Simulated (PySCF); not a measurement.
# C7H4FNSe: the cost of one run

Computed with PySCF 2.14.0 and routines of our own; the level stands in each step. Atoms count from 0.

### Step 1. The starting structure

14 atoms, charge 0, multiplicity 1; geometry from: GFN2-xTB.

### Step 2. Relaxing the molecule at PBE0-D3(BJ)/def2-SVP

The job: settings as JSON, then the geometry in Å.

```
{"job": {"xc": "PBE0", "basis": "def2-SVP", "d3": "d3bj", "grid": 1, "maxiter": 30, "shake": 0.01, "kind": "geom"}, "charge": 0, "multiplicity": 1}
N      3.794140     0.476220    -1.101890
C      3.240230    -0.026440    -0.235140
Se     2.385020    -0.860150     1.138070
C      0.655950    -0.367790     0.529410
C     -0.129820    -1.302860    -0.185670
C     -1.394130    -0.948730    -0.623950
C     -1.864390     0.311310    -0.342970
F     -3.085160     0.656510    -0.781280
C     -1.137550     1.249430     0.387430
C      0.123640     0.891830     0.821290
H      0.264930    -2.281080    -0.371330
H     -1.989390    -1.649360    -1.172950
H     -1.576600     2.230660     0.556800
H      0.705980     1.605370     1.374420
```

Launch:

```bash
OMP_NUM_THREADS=1 python heavy_run.py task.json out
```

The driver reads the jobs from task.json and runs them one after another.

Q: Estimate the wall time and peak memory of this first job on 1 thread of Intel Xeon 6975P-C, shared host.

About 97 s, with a peak of 0.8 GiB.
